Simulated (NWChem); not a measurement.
**CH7AlOSSi (SMILES [AlH2][CH](S)O[SiH3]): levels of theory compared**

Aim: a comparison of 4 runs (HF/STO-3G, HF/3-21G, B3LYP/6-31G*) of CH7AlOSSi. 

Program for the calculation: NWChem 7.3.0.

## Step 1: The structure to begin with

CH7AlOSSi has 12 atoms, charge 0, and is taken as a singlet. SMILES: `[AlH2][CH](S)O[SiH3]`. The coordinates come from a PBE0-D4/def2-TZVP relaxation. This is one conformer, not always the lowest.

Bond lengths: Al1–C2 1.967 Å, C2–S3 1.914 Å, C2–O4 1.378 Å, O4–Si5 1.660 Å, Al1–H6 1.584 Å, Al1–H7 1.584 Å, C2–H8 1.098 Å, S3–H9 1.347 Å, Si5–H10 1.480 Å, Si5–H11 1.485 Å, Si5–H12 1.488 Å. Some angles: Al1–C2–S3 80.2°, Al1–C2–O4 126.9°, S3–C2–O4 113.8°, C2–O4–Si5 123.6°, Al1–C2–H8 114.5°, S3–C2–H8 100.2°, O4–C2–H8 112.7°, C2–Al1–H6 117.6°, C2–Al1–H7 116.8°, C2–S3–H9 95.1°.

## Step 2: Energy and gradient at HF/STO-3G (run 1)

The input, job.nw:

```
start job
memory 2200 mb
geometry noautosym nocenter noautoz
  Al    -1.395700     1.517800     1.169400
  C     -0.425900     0.444900    -0.164500
  S     -1.353100    -0.949100     0.763200
  O      0.936800     0.253200    -0.238900
  Si     1.650400    -0.923800    -1.166900
  H     -0.709300     1.728000     2.581800
  H     -2.756200     2.178800     0.700400
  H     -0.916200     0.385000    -1.145600
  H     -0.548300    -0.930000     1.842800
  H      3.058500    -0.503700    -1.341300
  H      1.589900    -2.245200    -0.491900
  H      0.946100    -1.011000    -2.474500
end
basis "ao basis" spherical bse
  * library STO-3G
end
scf
  thresh 1e-08
  maxiter 80
  noprint "final vectors analysis"
end
task scf gradient
```

Command:

```bash
$ nwchem job.nw > job.out
```

The program printed:

```text
[...]
  functions       =    44
[...]
  wavefunction    = RHF
[...]
         Total SCF energy =  -1033.111751672876
      One-electron energy =  -2123.308922200350
      Two-electron energy =    746.709361090505
 Nuclear repulsion energy =    343.487809436969
        Time for solution =      3.9s
[...]
                         RHF ENERGY GRADIENTS
    atom               coordinates                        gradient
                 x          y          z           x          y          z
   1 Al     -2.637491   2.868226   2.209846    0.003386  -0.005299  -0.003551
   2 C      -0.804834   0.840739  -0.310860    0.037176  -0.003489  -0.016407
   3 S      -2.556988  -1.793539   1.442239   -0.009255  -0.016515  -0.013766
   4 O       1.770295   0.478479  -0.451456   -0.016565  -0.014818  -0.015775
   5 Si      3.118804  -1.745729  -2.205121   -0.010604   0.029121   0.026465
   6 H      -1.340383   3.265447   4.878895    0.022290   0.006261   0.042323
   7 H      -5.208463   4.117335   1.323564   -0.040440   0.020924  -0.014872
   8 H      -1.731367   0.727545  -2.164870   -0.001072  -0.003713   0.000907
   9 H      -1.036137  -1.757445   3.482387    0.005291   0.006122   0.010459
  10 H       5.779727  -0.951855  -2.534689    0.028983   0.009688  -0.002986
  11 H       3.004475  -4.242813  -0.929556   -0.001975  -0.027704   0.014567
[...]
```

It took 6.6 s on 1 thread of Intel Xeon Platinum 8488C (Sapphire Rapids), shared host; peak memory 0.096 GiB.

## Step 3: Energy and gradient at HF/3-21G (run 2)

The input, ch7alossi.xyz:

```xyz
12
CH7AlOSSi
Al    -1.395700     1.517800     1.169400
C     -0.425900     0.444900    -0.164500
S     -1.353100    -0.949100     0.763200
O      0.936800     0.253200    -0.238900
Si     1.650400    -0.923800    -1.166900
H     -0.709300     1.728000     2.581800
H     -2.756200     2.178800     0.700400
H     -0.916200     0.385000    -1.145600
H     -0.548300    -0.930000     1.842800
H      3.058500    -0.503700    -1.341300
H      1.589900    -2.245200    -0.491900
H      0.946100    -1.011000    -2.474500
```

The input, run.py:

```python
from ase.io import read
from ase.calculators.nwchem import NWChem

molecule = read('ch7alossi.xyz')

calc = NWChem(
    label='ch7alossi',
    theory='scf',
    memory='2200 mb',
    basis='3-21G',
    basispar='spherical bse',
    scf={'nopen': '0', 'rhf': None, 'thresh': '1e-08', 'maxiter': '80'},
)
molecule.calc = calc

forces = molecule.get_forces()
print(f"energy = {molecule.get_potential_energy():.6f} eV")
print("forces (eV/A):")
for s, f in zip(molecule.symbols, forces):
    print(f"{s:2s} {f[0]:10.5f} {f[1]:10.5f} {f[2]:10.5f}")
print("dipole (e A):", molecule.get_dipole_moment().round(4))
```

Command:

```bash
$ export ASE_NWCHEM_COMMAND="nwchem PREFIX.nwi > PREFIX.nwo"
$ python run.py
```

The program printed:

```text
energy = -28291.349311 eV
forces (eV/A):
Al   -0.11256    1.26123    0.16944
C    -0.44501    1.34808   -1.47643
S    -0.71508   -1.93769    0.76351
O    -0.09163    0.51191    0.69985
Si    1.00741   -0.84173   -0.57665
H     0.04510   -0.02077    0.11272
H    -0.11349    0.06022   -0.04844
H     0.23520    0.12033    0.37137
H     0.16527   -0.40140    0.15401
H    -0.04638   -0.11200   -0.08773
H     0.04793    0.01661   -0.07934
H     0.02324   -0.00483   -0.00237
dipole (e A): [ 0.1845 -0.0817 -0.1938]
```

The calculator wrote ch7alossi.nwi:

```
title "ch7alossi"

permanent_dir ch7alossi

scratch_dir ch7alossi

start ch7alossi

geometry units angstrom nocenter noautosym noautoz
  Al -1.3956999999999999e+00 1.5178000000000000e+00 1.1694000000000000e+00
  C  -4.2590000000000000e-01 4.4490000000000002e-01 -1.6450000000000001e-01
  S  -1.3531000000000000e+00 -9.4910000000000005e-01 7.6319999999999999e-01
  O  9.3679999999999997e-01 2.5319999999999998e-01 -2.3890000000000000e-01
  Si 1.6504000000000001e+00 -9.2379999999999995e-01 -1.1669000000000000e+00
  H  -7.0930000000000004e-01 1.7280000000000000e+00 2.5817999999999999e+00
  H  -2.7562000000000002e+00 2.1787999999999998e+00 7.0040000000000002e-01
  H  -9.1620000000000001e-01 3.8500000000000001e-01 -1.1456000000000000e+00
  H  -5.4830000000000001e-01 -9.3000000000000005e-01 1.8428000000000000e+00
  H  3.0585000000000000e+00 -5.0370000000000004e-01 -1.3412999999999999e+00
  H  1.5899000000000001e+00 -2.2452000000000001e+00 -4.9190000000000000e-01
  H  9.4610000000000005e-01 -1.0109999999999999e+00 -2.4744999999999999e+00
end

memory 2200 mb

basis spherical bse noprint
   * library 3-21G
end

scf
  nopen 0
  rhf
  thresh 1e-08
  maxiter 80
end

task scf gradient
```

ch7alossi.nwo, shortened:

```text
[...]
      One-electron energy =  -2123.880708276560
[... 1 line left out ...]
 Nuclear repulsion energy =    343.487809436969
[... 50 lines left out ...]
                       ROHF Final Molecular Orbital Analysis
[... 293 lines left out ...]
     1   1 0 0      0.348571      0.000000    -20.946857
[...]
  wavefunction    =   RHF
                         RHF ENERGY GRADIENTS
    atom               coordinates                        gradient
                 x          y          z           x          y          z
   1 Al     -2.637491   2.868226   2.209846    0.002189  -0.024527  -0.003295
   2 C      -0.804834   0.840739  -0.310860    0.008654  -0.026216   0.028712
   3 S      -2.556988  -1.793539   1.442239    0.013906   0.037682  -0.014848
[... 8 lines of this table left out ...]
  12 H       1.787870  -1.910513  -4.676127   -0.000452   0.000094   0.000046
[...]
```

Run time: 9.9 s. Hardware: 1 thread of Intel Xeon Platinum 8488C (Sapphire Rapids), shared host; peak memory 0.096 GiB.

Run 3 isn't shown in full; the table further down has it.

## Step 4: Energy and gradient at B3LYP/6-31G(d) (Cartesian functions) (run 4)

The input, ch7alossi.nw:

```
start ch7alossi
memory total 2200 mb
charge 0

geometry noautosym nocenter noautoz
 Al    -1.395700     1.517800     1.169400
 C     -0.425900     0.444900    -0.164500
 S     -1.353100    -0.949100     0.763200
 O      0.936800     0.253200    -0.238900
 Si     1.650400    -0.923800    -1.166900
 H     -0.709300     1.728000     2.581800
 H     -2.756200     2.178800     0.700400
 H     -0.916200     0.385000    -1.145600
 H     -0.548300    -0.930000     1.842800
 H      3.058500    -0.503700    -1.341300
 H      1.589900    -2.245200    -0.491900
 H      0.946100    -1.011000    -2.474500
end

basis cartesian
 * library 6-31G*
end

dft
 xc b3lyp
 mult 1
 grid fine
 convergence energy 1e-08
 maxiter 100
 mulliken
end

task dft gradient
```

Command:

```bash
$ nwchem ch7alossi.nw > ch7alossi.out
```

The program printed, shortened:

```text
[...]
          Wavefunction type:  closed shell.
          No. of atoms     :    12
          No. of electrons :    64
[...]
          Charge           :     0
          Spin multiplicity:     1
[...]
          AO basis - number of functions:   101
[...]
              XC Information
              --------------
                         B3LYP Method XC Potential
                     Hartree-Fock (Exact) Exchange  0.200
                        Slater Exchange Functional  0.800 local
                    Becke 1988 Exchange Functional  0.720 non-local
              Lee-Yang-Parr Correlation Functional  0.810
                  VWN I RPA Correlation Functional  0.190 local
[...]
 d= 0,ls=0.0,diis     1  -1047.5770125243 -1.39D+03  1.22D-02  7.81D-01     4.5
[...]
 d= 0,ls=0.0,diis    10  -1047.6547968120 -3.28D-09  3.69D-07  1.57D-09    35.5
         Total DFT energy =    -1047.654796812022
      One electron energy =    -2131.429910453265
           Coulomb energy =      822.259809610666
    Exchange-Corr. energy =      -81.972505406393
 Nuclear repulsion energy =      343.487809436969
[...]
      Total Density - Mulliken Population Analysis
     ---------------------------------------------
[...]
  wavefunction    = closed shell
                         DFT ENERGY GRADIENTS
    atom               coordinates                        gradient
                 x          y          z           x          y          z
   1 Al     -2.637491   2.868226   2.209846    0.001063  -0.006012  -0.000837
   2 C      -0.804834   0.840739  -0.310860    0.002520  -0.006876   0.004416
   3 S      -2.556988  -1.793539   1.442239    0.007495   0.010641  -0.004225
   4 O       1.770295   0.478479  -0.451456   -0.002353  -0.007287  -0.005639
   5 Si      3.118804  -1.745729  -2.205121   -0.005181   0.006791   0.005472
   6 H      -1.340383   3.265447   4.878895    0.000010   0.000157  -0.000539
   7 H      -5.208463   4.117335   1.323564    0.000451  -0.000354   0.000143
   8 H      -1.731367   0.727545  -2.164870   -0.000252  -0.000649   0.001660
   9 H      -1.036137  -1.757445   3.482387   -0.002279   0.001820  -0.002270
  10 H       5.779727  -0.951855  -2.534689   -0.000434   0.000472   0.000392
  11 H       3.004475  -4.242813  -0.929556   -0.000725   0.000859   0.000452
[...]
```

Wall time 55 s (1 thread of Intel Xeon Platinum 8488C (Sapphire Rapids), shared host); peak memory 0.13 GiB.

## Step 5: All runs side by side

```csv
run,level,iteration cap,module,energy (Eh),dipole moment (D),largest force (eV/Å),wall time
1,HF/STO-3G,80,scf,-1033.111752,0.75,2.481,6.6 s
2,HF/3-21G,80,scf,-1039.687919,1.34,2.202,9.9 s
3,B3LYP/6-31G* (spherical functions),100,dft,-1047.647045,1.63,0.693,47 s
4,B3LYP/6-31G* (Cartesian functions),100,dft,-1047.654797,1.63,0.704,55 s
```

## Step 6: What came out

| quantity | value |
| --- | --- |
| run 4: total energy | -1047.65480 Eh |
| run 4: dipole moment | 1.63 D |
| run 4: HOMO energy | -6.79 eV |
| run 4: LUMO energy | -0.58 eV |
| run 4: HOMO–LUMO gap | 6.21 eV |
| run 4: largest force on an atom | 0.704 eV/Å |

In words: The dipole moment (its size) runs from 0.75 D (HF/STO-3G) to 1.63 D (B3LYP/6-31G*). The two ends differ in method and basis. Over runs 2, 3, 4 the HOMO–LUMO gap runs from 6.21 eV (B3LYP/6-31G*) to 12.08 eV (HF/3-21G). In run 1 the basis is minimal, so the values are rough. All runs together took 2 min, the longest 55 s.
